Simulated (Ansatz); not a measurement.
**Molecular dynamics of RbMnH$_{4}$Cl$_{3}$O$_{2}$**

Input:

```yaml
crystal:
  lattice:
    - [6.635189, 0.0, 0.0]
    - [-2.752523, 6.778368, 0.0]
    - [-2.718015, -1.317538, 8.464161]
  atoms:
    - { symbol: Rb, position: [0.263238, 0.942901, 0.181126] }
    - { symbol: Rb, position: [0.736762, 0.057099, 0.818874] }
    - { symbol: Mn, position: [0.999682, 0.334696, 0.331764], spin: 3.5 }
    - { symbol: Mn, position: [0.000318, 0.665304, 0.668236], spin: 3.5 }
    - { symbol: H, position: [0.588021, 0.703812, 0.478567] }
    - { symbol: H, position: [0.411979, 0.296188, 0.521433] }
    - { symbol: H, position: [0.776888, 0.821712, 0.403006] }
    - { symbol: H, position: [0.223112, 0.178288, 0.596994] }
    - { symbol: H, position: [0.621144, 0.448595, 0.188557] }
    - { symbol: H, position: [0.378856, 0.551405, 0.811443] }
    - { symbol: H, position: [0.753673, 0.476243, 0.065113] }
    - { symbol: H, position: [0.246327, 0.523757, 0.934887] }
    - { symbol: Cl, position: [0.24632, 0.702509, 0.489994] }
    - { symbol: Cl, position: [0.75368, 0.297491, 0.510006] }
    - { symbol: Cl, position: [0.78064, 0.973549, 0.197438] }
    - { symbol: Cl, position: [0.21936, 0.026451, 0.802562] }
    - { symbol: Cl, position: [0.250294, 0.420785, 0.15686] }
    - { symbol: Cl, position: [0.749706, 0.579215, 0.84314] }
    - { symbol: O, position: [0.754536, 0.757424, 0.496088] }
    - { symbol: O, position: [0.245464, 0.242576, 0.503912] }
    - { symbol: O, position: [0.751122, 0.431839, 0.16798] }
    - { symbol: O, position: [0.248878, 0.568161, 0.83202] }
magnetization:
  spin_polarized: true
basis:
  ecutwfc: 420.0
kpoints:
  mp_grid: { grid: [2, 1, 1] }
hamiltonian:
  xc: lda
scf:
  occupations: { method: fermi_dirac, width: 0.05 }
  lower_state_search: "off"
md:
  timestep: 0.75
  n_steps: 80
  ensemble: nve
  temperature: 1800.0
  initial_velocities: maxwell_boltzmann
  seed: 207639
```

Run as:

```bash
$ ansatz run input.yaml --threads 1 --pin off --max-ram 3072MiB --backend cpu --events-out ev --progress --plain --runs-dir out
```

It starts from an unrelaxed structure (largest force component 0.37 eV/Å).

Output, in part (step lines):

```
md step     0: t =     0.00 fs  T =  1800.0 K  F+E_penalty+E_count = -22648.97576445 eV  E_kin = 4.886028 eV  conserved = -22644.08973649 eV  (15 SCF iters)
md step     1: t =     0.75 fs  T =  1758.0 K  F+E_penalty+E_count = -22648.85421160 eV  E_kin = 4.771891 eV  conserved = -22644.08232096 eV  (8 SCF iters)
md step     2: t =     1.50 fs  T =  1669.2 K  F+E_penalty+E_count = -22648.59915812 eV  E_kin = 4.531108 eV  conserved = -22644.06804964 eV  (8 SCF iters)
md step     3: t =     2.25 fs  T =  1603.1 K  F+E_penalty+E_count = -22648.41464753 eV  E_kin = 4.351553 eV  conserved = -22644.06309415 eV  (8 SCF iters)
md step     4: t =     3.00 fs  T =  1585.9 K  F+E_penalty+E_count = -22648.37534024 eV  E_kin = 4.304920 eV  conserved = -22644.07042005 eV  (8 SCF iters)
md step     5: t =     3.75 fs  T =  1587.4 K  F+E_penalty+E_count = -22648.38450642 eV  E_kin = 4.308805 eV  conserved = -22644.07570103 eV  (8 SCF iters)
md step     6: t =     4.50 fs  T =  1578.0 K  F+E_penalty+E_count = -22648.35846714 eV  E_kin = 4.283503 eV  conserved = -22644.07496380 eV  (8 SCF iters)
md step     7: t =     5.25 fs  T =  1555.9 K  F+E_penalty+E_count = -22648.29695566 eV  E_kin = 4.223417 eV  conserved = -22644.07353906 eV  (8 SCF iters)
[... lines left out ...]
```

The steps, from the saved trajectory:

```
time (fs)  T (K)  potential energy less start (eV)  conserved less start (meV/atom)
      0.0   1800                             0.000                             0.00
      1.5   1669                             0.377                             0.99
      3.0   1586                             0.600                             0.88
      4.5   1578                             0.617                             0.67
      6.0   1526                             0.758                             0.68
      7.5   1441                             0.994                             0.88
      9.0   1461                             0.938                             0.78
     10.5   1488                             0.847                             0.07
     12.0   1322                             1.325                             1.19
     13.5   1278                             1.429                             0.60
     15.0   1216                             1.604                             0.82
     16.5   1157                             1.765                             0.87
     18.0   1139                             1.813                             0.77
     19.5   1156                             1.762                             0.68
     21.0   1165                             1.737                             0.64
     22.5   1142                             1.799                             0.65
     24.0   1091                             1.939                             0.66
     25.5   1004                             2.182                             0.98
     27.0    997                             2.199                             0.91
     28.5   1033                             2.090                             0.40
     30.0    968                             2.277                             0.92
     31.5    978                             2.246                             0.61
     33.0    977                             2.246                             0.51
     34.5    874                             2.532                             0.81
     36.0    786                             2.774                             1.00
     37.5    788                             2.765                             0.79
     39.0    776                             2.787                             0.36
     40.5    686                             3.053                             1.29
     42.0    770                             2.801                             0.28
     43.5    765                             2.825                             0.68
     45.0    694                             3.020                             0.81
     46.5    648                             3.149                             0.98
     48.0    678                             3.062                             0.79
     49.5    700                             2.996                             0.50
     51.0    663                             3.112                             1.16
     52.5    733                             2.904                             0.39
     54.0    725                             2.934                             0.73
     55.5    677                             3.066                             0.76
     57.0    638                             3.177                             1.02
     58.5    684                             3.046                             0.79
     60.0    714                             2.957                             0.40
```

All steps were run. The conserved energy stayed within 1.3 meV per atom of its start (net change 0.4 meV per atom), so the integration is sound. The temperature averaged 0.42 of the 1800 K drawn at the start: a run that starts near a minimum puts about half its kinetic energy into the potential. A run of 0.06 ps of so small a system gives no equilibrium averages. No Hubbard correction was used and the magnetic state wasn't searched. Limits of this set-up: coarse k mesh.

Mean squared displacements from the first frame to the last, about the centre of mass: Rb 0.12 Å², Mn 0.15 Å², H 0.97 Å², Cl 0.21 Å², O 0.36 Å².

Last frame:

```xyz
22
Lattice="6.6352 0.0000 0.0000 -2.7525 6.7784 0.0000 -2.7180 -1.3175 8.4642" Properties=species:S:1:pos:R:3
Rb -1.213 6.139 1.845
Rb 2.388 -0.503 6.665
Mn 4.905 1.733 2.617
Mn -3.508 3.624 6.122
H 1.119 3.151 4.350
H -0.124 1.502 4.925
H 2.372 4.210 3.949
H -1.254 0.594 5.022
H 3.334 2.334 0.412
H -1.371 2.800 6.564
H 4.657 3.070 0.531
H -2.056 2.310 8.030
Cl -1.836 3.855 3.836
Cl 3.023 1.187 4.520
Cl 1.509 6.623 1.460
Cl -0.948 -0.724 6.564
Cl 0.106 3.140 1.560
Cl 0.986 2.498 6.870
O 1.740 3.853 4.640
O -0.784 1.109 4.346
O 4.023 2.592 1.090
O -2.178 2.472 6.959
```

Run time: 7.7 min on 1 CPU thread of a shared host.
